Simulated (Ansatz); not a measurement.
**SiHCl3 (trichlorosilane) at MP2/def2-SVPD**

Aim: the vertical singlet–triplet gap of SiHCl3 (trichlorosilane) at MP2/def2-SVPD, from 2 runs. 

The results are computed with Ansatz 0.2.0.

44 further runs of the same task are left out: 2 that didn't finish, 42 set aside as unsound or not needed.

### 1 The system as given

SiHCl3 has 5 atoms, charge 0, and is taken as a singlet. As SMILES, `Cl[SiH](Cl)Cl`. Geometry: relaxed at PBE0-D4/def2-TZVP.

Bond lengths: Cl1–Si2 2.030 Å, Si2–Cl3 2.030 Å, Si2–Cl4 2.030 Å, Si2–H5 1.469 Å. Angles: Cl1–Si2–Cl3 109.5°, Cl1–Si2–Cl4 109.5°, Cl3–Si2–Cl4 109.5°, Cl1–Si2–H5 109.5°, Cl3–Si2–H5 109.4°, Cl4–Si2–H5 109.4°.

### 2 A single-point energy at MP2/def2-SVPD

Input file in.yaml:

```yaml
crystal:
  periodic: [false, false, false]
  atoms:
    - {symbol: Cl, position_ang: [1.690930, -0.571430, 0.891880]}
    - {symbol: Si, position_ang: [-0.081300, -0.012690, 0.075440]}
    - {symbol: Cl, position_ang: [0.017700, 1.933700, -0.491290]}
    - {symbol: Cl, position_ang: [-0.476020, -1.170520, -1.544190]}
    - {symbol: H, position_ang: [-1.151310, -0.179060, 1.068150]}
basis:
  gaussian: {orbitals: def2-SVPD}
correlation: {method: mp2, frozen_orbitals: {Cl: 5, H: 0, Si: 5}}
accuracy: high
```

On the command line:

```console
ansatz run in.yaml --threads 1 --pin off --max-ram 3480MiB --events-out events.jsonl --progress --plain --runs-dir runs
```

What it wrote:

```text
Warning: RAYON_NUM_THREADS=1 ignored (pool sized by the plan → 1); use --threads N
Functional definition: HF
  name "HF"
  exchange = exact_x
  correlation = 0
2081 factors; integrals over basis functions are off by at most 3.4e-9 eV
mean field evaluation 1: about -45377.9284 eV, gradient 2.1e1 eV
mean field evaluation 2: about -45378.0046 eV, gradient 2.1e1 eV
mean field evaluation 4: about -45379.4195 eV, gradient 1.7e0 eV
mean field evaluation 8: about -45379.4381 eV, gradient 3.2e-4 eV
mean field -45379.43806373 eV, -1667.6635895544 hartree, gradient 6.5e-9 eV, S^2 0.000000; 0 other end points of the search recorded, 0 dependent functions left out
20 core orbitals not correlated: weight in the atoms' cores, before any rotation towards them, 1.000 or more for the frozen orbitals, at most 0.000 for the correlated occupied ones
reference -45379.43806373 eV, -1667.6635895544 hartree; 13, 13 occupied and 80, 80 virtual orbitals, 2081 factors
second order -14.41567847 eV of doubles, -0.00000000 eV of singles
Total energy: -45393.85374220 eV, -1668.1933559667 hartree
```

Wall time 3.6 s (1 thread of Intel Xeon 6975P-C (Granite Rapids), shared host); peak memory 0.38 GiB.

### 3 The triplet at the same level

Input file input.yaml:

```yaml
crystal:
  periodic: [false, false, false]
  atoms:
    - {symbol: Cl, position_ang: [1.690930, -0.571430, 0.891880]}
    - {symbol: Si, position_ang: [-0.081300, -0.012690, 0.075440]}
    - {symbol: Cl, position_ang: [0.017700, 1.933700, -0.491290]}
    - {symbol: Cl, position_ang: [-0.476020, -1.170520, -1.544190]}
    - {symbol: H, position_ang: [-1.151310, -0.179060, 1.068150]}
basis:
  gaussian: {orbitals: def2-SVPD}
magnetization: {spin_polarized: true, initial_magnetization: 2}
correlation: {method: mp2, frozen_orbitals: {Cl: 5, H: 0, Si: 5}}
accuracy: high
```

On the command line:

```console
ansatz run input.yaml --threads 1 --pin off --max-ram 3480MiB --events-out events.jsonl --progress --plain --runs-dir runs
```

What it wrote, cut to the lines that bear on the results:

```text
Warning: RAYON_NUM_THREADS=1 ignored (pool sized by the plan → 1); use --threads N
Functional definition: HF
  name "HF"
[...]
2081 factors; integrals over basis functions are off by at most 3.4e-9 eV
[...]
mean field -45371.23367197 eV, -1667.3620837181 hartree, gradient 1.9e-8 eV, S^2 2.013790; 33 other end points of the search recorded, 0 dependent functions left out
20 core orbitals not correlated: weight in the atoms' cores, before any rotation towards them, 1.000 or more for the frozen orbitals, at most 0.000 for the correlated occupied ones
reference -45371.23367197 eV, -1667.3620837181 hartree; 14, 12 occupied and 79, 81 virtual orbitals, 2081 factors
second order -14.11611308 eV of doubles, -0.00000000 eV of singles
Total energy: -45385.34978505 eV, -1667.8808413055 hartree
```

It took 2.5 min on 1 thread of Intel Xeon 6975P-C (Granite Rapids), shared host; peak memory 0.65 GiB.

### 4 Outcome

At MP2/def2-SVPD, 20 core orbitals frozen:

| quantity | value |
| --- | --- |
| singlet: total energy | -1668.19336 Eh |
| singlet: correlation energy (20 core orbitals frozen) | -529.8 mEh |
| triplet: total energy | -1667.88084 Eh |
| triplet: correlation energy (20 core orbitals frozen) | -518.8 mEh |
| triplet: ⟨S²⟩ of the reference determinant | 2.014 |
| vertical energy of the triplet above the singlet | 8.504 eV |

What this shows: At this shape the triplet lies 8.50 eV (196 kcal/mol) above the singlet.
